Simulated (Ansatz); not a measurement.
**Ge5Pd: one candidate of a structure search**

Where does this trial cell of Ge5Pd go when cell and atoms are let free?

Computed with Ansatz 0.2.0 (DFT PBE, scalar-relativistic, plane waves, PAW, unless a step's input says otherwise).

## 1. The starting structure

Symmetry: F-43m, No. 216, cubic system. The conventional cell has a = 7.643 Å, b = 7.643 Å, c = 7.643 Å, α = 90.00°, β = 90.00°, γ = 90.00°. Around Ge (site symmetry -43m) lie 12 Ge at 3.17 Å and 4 Pd at 3.31 Å. Around Ge (site symmetry 3m) lie 6 Ge at 2.70 Å. Pd (site symmetry -43m) has 16 Ge at 3.17 to 3.31 Å as nearest neighbours.

Coordinates:

```xyz
6
Lattice="0.0000 3.8217 3.8217 3.8217 0.0000 3.8217 3.8217 3.8217 0.0000" Properties=species:S:1:pos:R:3 pbc="T T T"
Ge    1.9109    1.9109    1.9109
Ge    4.7771    2.8663    2.8663
Ge    4.7771    4.7771    4.7771
Ge    2.8663    4.7771    2.8663
Ge    2.8663    2.8663    4.7771
Pd    0.0000    0.0000    0.0000
```

Recipe of the guess: species swapped into a database cell of ZrCu5 (F-43m, No. 216), with Pd on the Zr sites and Ge on the Cu sites. Its size is a rough estimate.

## 2. Probe: one point on a coarse mesh

input.yaml

```yaml
crystal:
  lattice:
    - [0.0, 3.82171594, 3.82171594]
    - [3.82171594, 0.0, 3.82171594]
    - [3.82171594, 3.82171594, 0.0]
  atoms:
    - { symbol: Ge, position: [0.25, 0.25, 0.25] }
    - { symbol: Ge, position: [0.125, 0.625, 0.625] }
    - { symbol: Ge, position: [0.625, 0.625, 0.625] }
    - { symbol: Ge, position: [0.625, 0.125, 0.625] }
    - { symbol: Ge, position: [0.625, 0.625, 0.125] }
    - { symbol: Pd, position: [0.0, 0.0, 0.0] }
basis:
  ecutwfc: 420
kpoints:
  mp_grid: { grid: [4, 4, 4] }
hamiltonian:
  xc: pbe
scf:
  occupations: { method: gaussian, width: 0.1 }
  lower_state_search: "off"
output:
  forces: true
  stress: true
  eigenvalues: true
```

On the command line:

```console
ansatz run input.yaml --threads 1 --pin off --max-ram 2048MiB --backend cpu --events-out ev --progress --plain --runs-dir out
```

The log of the run, cut to the lines that bear on the results:

```text
Warning: RAYON_NUM_THREADS=1 ignored (pool sized by the plan → 1); use --threads N
[...]
Pseudopotentials: kind: paw
Pseudopotential: Ge, paw, valence charge 14, recommended cutoff 420 eV (normal), Ge.paw.azcp
Pseudopotential: Pd, paw, valence charge 18, recommended cutoff 420 eV (normal), Pd.paw.azcp
Functional definition: PBE
[...]
Crystal: 6 atoms, lattice volume = 111.636 Å³
Basis set: ecut = 420 eV, 2133 PW (Γ), exchange–correlation on 80×80×80 points (8 copies of the dense FFT grid, shifted against one another)
Bands: 53, of which v1, the nominal top of the filled ones, is band 44 counted from 1 (43 counted from 0)
Symmetry: 24 space group operations
Space group: F-43m (ITA 216), of the structure as read, at distance tolerance 4.8e-5 Å
k-points: 8 of 64 (time reversal used)
[...]
SCF iter   1: F=—  HF=-28445.265348 eV  |F-HF|=—  |Δ(HF+E_count)|=         —  Δρ=5.30e-3  dr2=8.63e-2  ethr=1.77e-3  ⟨swp⟩=5.5  Hψ=1397  notcnv=0  defer=2
[...]
SCF iter   6: F=-28445.242875 eV  HF=-28445.242875 eV  |F-HF|=7.47e-9  |Δ(HF+E_count)|=   8.27e-7  Δρ=1.09e-5  dr2=7.70e-8  ethr=1.14e-10  ⟨swp⟩=7.1  Hψ=1963  notcnv=0
[...]
SCF converged after 6 iterations
Free energy (F): -28445.242875 eV
[...]
E sigma→0 (E₀):  -28445.236005 eV
Entropy (-TS):   -0.013741 eV (-2.290 meV/atom)
Fermi energy:    12.277367 eV
[...]
--- Forces (eV/Å), atoms counted from 1 ---
  atom   1  Ge    -0.00000000     0.00000000    -0.00000000
  atom   2  Ge     0.02289985    -0.02289985    -0.02289985
  atom   3  Ge     0.02289985     0.02289985     0.02289985
  atom   4  Ge    -0.02289985     0.02289985    -0.02289985
  atom   5  Ge    -0.02289985    -0.02289985     0.02289985
  atom   6  Pd    -0.00000000    -0.00000000    -0.00000000
[...]
--- Stress (GPa, compression-positive) ---
        3.349684       0.000000      -0.000000
        0.000000       3.349684       0.000000
       -0.000000      -0.000000       3.349684
  P = ⅓ Tr σ = 3.3497 GPa (33.497 kbar)
--- Band table (eV; the first three rows and the last of 8) ---
[...]
```

Wall time 3.8 s (1 thread of Arm Neoverse V2, shared host); peak memory 0.34 GiB.

Read-out: pressure 3.3 GPa, largest force 0.04 eV/Å, gap on this mesh none (metal). The coarse relaxation is skipped.

## 3. Spin check on a coarse mesh

Changes to input.yaml since step 2:

```diff
@@ -11,3 +11,3 @@
     - { symbol: Ge, position: [0.625, 0.625, 0.125] }
-    - { symbol: Pd, position: [0.0, 0.0, 0.0] }
+    - { symbol: Pd, position: [0.0, 0.0, 0.0], spin: 1.0 }
 basis:
@@ -25 +25,4 @@
   eigenvalues: true
+  populations: true
+magnetization:
+  spin_polarized: true
```

On the command line:

```console
ansatz run input.yaml --threads 1 --pin off --max-ram 2048MiB --backend cpu --events-out ev --progress --plain --runs-dir out
```

The log of the run, cut to the lines that bear on the results:

```text
[...]
SCF converged after 14 iterations
Magnetization: -0.0000 μB (44.0000 up, 44.0000 down)
Absolute magnetization: 0.0000 μB (∫|ρ↑−ρ↓|, with the PAW one-centre terms)
Spin contamination: 0.0000 ħ² per cell (⟨S²⟩ above its minimum at these occupations)
Per-site moments (μB) at R_I (Å): [(-1.999294083229901e-6, 1.3071297760434777), (2.6400205076811537e-7, 1.1147240184888723), (2.6400205101194397e-7, 1.1147240184888723), (2.640020512428416e-7, 1.1147240184888723), (2.6400205092691806e-7, 1.1147240184888723), (-7.858446715834886e-7, [...]
Free energy (F): -28445.242875 eV
[...]
E sigma→0 (E₀):  -28445.236005 eV
Entropy (-TS):   -0.013741 eV (-2.290 meV/atom)
Fermi energy:    12.277399 eV
[...]
--- Forces (eV/Å), atoms counted from 1 ---
  atom   1  Ge    -0.00000000     0.00000000    -0.00000000
  atom   2  Ge     0.02289774    -0.02289774    -0.02289774
  atom   3  Ge     0.02289774     0.02289774     0.02289774
  atom   4  Ge    -0.02289774     0.02289774    -0.02289774
  atom   5  Ge    -0.02289774    -0.02289774     0.02289774
  atom   6  Pd    -0.00000000    -0.00000000     0.00000000
[...]
--- Stress (GPa, compression-positive) ---
        3.349702       0.000000      -0.000000
        0.000000       3.349702       0.000000
       -0.000000      -0.000000       3.349702
  P = ⅓ Tr σ = 3.3497 GPa (33.497 kbar)
--- Band table (eV; the first three rows and the last of 16) ---
[...]
--- Löwdin populations: 6 sites ---
  site symbol       q [e]    m [muB]
     0     Ge     14.1633    -0.0000
     1     Ge     14.0280     0.0000
     2     Ge     14.0280     0.0000
     3     Ge     14.0280     0.0000
     4     Ge     14.0280     0.0000
     5     Pd     17.3782    -0.0000
  spilling = 0.003939 (of n_electrons = 88.000000)
```

Run time: 16 s. Hardware: 1 thread of Arm Neoverse V2, shared host; peak memory 0.38 GiB.

Site by site:

```
atom  Löwdin electrons
 Ge1             14.16
 Ge2             14.03
 Ge3             14.03
 Ge4             14.03
 Ge5             14.03
 Pd6             17.38
```

The Löwdin counts miss 0.35 of the 88 electrons, which the atomic orbitals do not span, so they are no charges.

The same cell is solved with trial moments on Pd. The largest site moment that stays is 0.00 μB and the cell's total 0.00 μB. The workflow keeps spin only above 0.25 μB on a site, so the next run goes without spin.

## 4. Full relaxation

input.yaml

```yaml
crystal:
  lattice:
    - [0.0, 3.82171594, 3.82171594]
    - [3.82171594, 0.0, 3.82171594]
    - [3.82171594, 3.82171594, 0.0]
  atoms:
    - { symbol: Ge, position: [0.25, 0.25, 0.25] }
    - { symbol: Ge, position: [0.125, 0.625, 0.625] }
    - { symbol: Ge, position: [0.625, 0.625, 0.625] }
    - { symbol: Ge, position: [0.625, 0.125, 0.625] }
    - { symbol: Ge, position: [0.625, 0.625, 0.125] }
    - { symbol: Pd, position: [0.0, 0.0, 0.0] }
basis:
  ecutwfc: 420
kpoints:
  mp_grid: { grid: [8, 8, 8] }
hamiltonian:
  xc: pbe
scf:
  occupations: { method: gaussian, width: 0.1 }
output:
  forces: true
  stress: true
  eigenvalues: true
  write_density: true
  write_potential: true
  elf: true
  volumetric_format: npy
relax:
  adjacent_minimum: "off"
  f_tol: 0.01
  max_steps: 80
  cell: { stress_tol: 0.05 }
```

On the command line:

```console
ansatz run input.yaml --threads 1 --pin off --max-ram 2048MiB --backend cpu --events-out ev --progress --plain --runs-dir out
```

The log of the run, cut to the lines that bear on the results:

```text
Warning: RAYON_NUM_THREADS=1 ignored (pool sized by the plan → 1); use --threads N
[...]
[... 4 set-up lines as earlier in the session ...]
[...]
Crystal: 6 atoms, lattice volume = 111.636 Å³
Basis set: ecut = 420 eV, 2133 PW (Γ), exchange–correlation on 80×80×80 points (8 copies of the dense FFT grid, shifted against one another)
Bands: 53, of which v1, the nominal top of the filled ones, is band 44 counted from 1 (43 counted from 0)
[... 2 set-up lines as earlier in the session ...]
k-points: 29 of 512 (time reversal used)
[...]
  P = ⅓ Tr σ = -0.0387 GPa (-0.387 kbar)
--- Band table (eV; the first three rows and the last of 29) ---
[...]
--- Relaxed structure (3 steps of the walk, 3 accepted, 1 SCFs on fresh bases) ---
  F+E_penalty+E_count = -28445.46160366 eV   max|allowed force component| = 1.681e-4 eV/Å   (the final SCF, on the basis selected at the relaxed cell)
  cell:  # Å, volume = 117.0102 Å³
    - [1.1846739976482246e-33, 3.88208067183528, 3.88208067183528]
    - [3.88208067183528, 1.4776578895397212e-33, 3.88208067183528]
    - [3.88208067183528, 3.88208067183528, 2.6368550270234675e-33]
  atoms:
    - { symbol: Ge, position: [0.25, 0.25, 0.25] }
    - { symbol: Ge, position: [0.12459315686070205, 0.625135614379766, 0.625135614379766] }
    - { symbol: Ge, position: [0.625135614379766, 0.625135614379766, 0.625135614379766] }
    - { symbol: Ge, position: [0.625135614379766, 0.12459315686070205, 0.625135614379766] }
    - { symbol: Ge, position: [0.625135614379766, 0.625135614379766, 0.12459315686070205] }
    - { symbol: Pd, position: [1.3593724628907183e-20, 4.728252044836869e-21, -3.309776431386018e-20] }
```

Wall time 78 s (1 thread of Arm Neoverse V2, shared host); peak memory 0.43 GiB.

The steps of the relaxation:

| step | E - E(step 1) (eV/cell) | largest force component (eV/Å) | pressure (GPa) | volume (Å³) |
| --- | --- | --- | --- | --- |
| 1 | 0.0000 | 0.0194 | 3.45 | 111.64 |
| 2 | -0.0521 | 0.0009 | -0.51 | 117.85 |
| 3 | -0.0537 | 0.0001 | -0.04 | 117.01 |
| 4 | -0.0548 | 0.0002 | -0.04 | 117.01 |

Step 1 is the start. Step 4 repeats the geometry before it on a plane-wave basis chosen anew for that cell, so its energy need not be comparable with the rows above.

Lengths and angles in the start's conventional setting:

|  | before | after | change |
| --- | --- | --- | --- |
| a (Å) | 7.643 | 7.764 | +1.6 % |
| b (Å) | 7.643 | 7.764 | +1.6 % |
| c (Å) | 7.643 | 7.764 | +1.6 % |
| volume (Å³/atom) | 18.61 | 19.50 | +4.8 % |
| shortest distance (Å) | 2.702 | 2.742 | +1.5 % |
| space group (0.01 Å) | F-43m | F-43m | same |

Forces and stress were held to the start's 24 operations: a distortion of lower symmetry was not tested.

The maps below are laid out on this run's own conventional cell (a, b, c = 7.764, 7.764, 7.764 Å).

Density in a lattice plane of the grid's cell (edges 7.76 and 7.76 Å, at 0.125 of the third edge), which holds Ge.

Ten even steps from ' ' (0.09 e/Å³) to '@' (36.96 e/Å³):
```
                                                
                            --@@--              
                            --@@--              
                                                
                                                
                                                
                                        --@@--  
                                        --@@--  
                                                
                                                
                                                
    --@@--                                      
    --@@--                                      
                                                
                                                
                                                
                --@@--                          
                --@@--                          
                                                
                                                
```
Columns run along the first of these edges and rows up along the second, over one cell in 24 and 20 even steps from the bottom left corner. Atoms in the plane (fractional): Ge at (0.13, 0.37), Ge at (0.63, 0.87), Ge at (0.37, 0.13), Ge at (0.87, 0.63).

ELF in the same plane.

Ten even steps from ' ' (0.04) to '@' (0.44):
```
++==--::::--==++######%%@@@@##==**@@@@**--::--==
----::::--==++======++%%@@**      **@@%%==::::--
::::::==##@@@@%%**====%%@@**      **@@%%==--::::
--::--**@@@@@@@@%%**==**@@@@**==**@@@@%%####**++
##====##@@@@@@@@@@##====##@@@@@@@@@@@@@@@@@@@@@@
@@**==**%%@@@@@@@@**--::--++**####%%@@@@**==**@@
@@%%====**%%@@@@##==::::::::::--==%%@@**      **
@@%%++======++==--::::------::::==%%@@**      **
@@%%######++==--::::--==++==--::--**@@@@**==##@@
@@@@@@@@@@@@##==::::==++##++==::::==##@@@@@@@@@@
@@@@##==**@@@@**--::--==++==--::::--==++######%%
@@**      **@@%%==::::------::::--==++======++%%
@@**      **@@%%==--::::::::::==##@@@@%%**====%%
@@@@**==**@@@@%%####**++--::--**@@@@@@@@%%**==**
##@@@@@@@@@@@@@@@@@@@@@@##====##@@@@@@@@@@##====
--++**####%%@@@@**==**@@@@**==**%%@@@@@@@@**--::
::::::--==%%@@**      **@@%%====**%%@@@@##==::::
----::::==%%@@**      **@@%%++======++==--::::--
++==--::--**@@@@**==##@@@@%%######++==--::::--==
##++==::::==##@@@@@@@@@@@@@@@@@@@@@@##==::::==++
```
Columns run along the first of these edges and rows up along the second, over one cell in 24 and 20 even steps from the bottom left corner. Atoms in the plane (fractional): Ge at (0.13, 0.37), Ge at (0.63, 0.87), Ge at (0.37, 0.13), Ge at (0.87, 0.63).

Both are smooth fields of the valence electrons: close to the nuclei they are not physical.

## 5. What came out

```
                              quantity                                                                      value
symmetry at the end (tolerance 0.05 Å)                                                space group F-43m (No. 216)
                     conventional cell  a = 7.764 Å, b = 7.764 Å, c = 7.764 Å, α = 90.00°, β = 90.00°, γ = 90.00°
                                volume                                                              19.50 Å³/atom
              energy over the elements                                                              +0.38 eV/atom
                       gap on the mesh                                                               none (metal)
```

In words: The space group F-43m (No. 216) is kept, and the volume per atom grows by 4.8 % from the first guess. The formation energy is positive, so the separate elements lie lower. No finished test with a distortion of lower symmetry is shown, so the end may be a saddle point. Other magnetic orders were not searched.
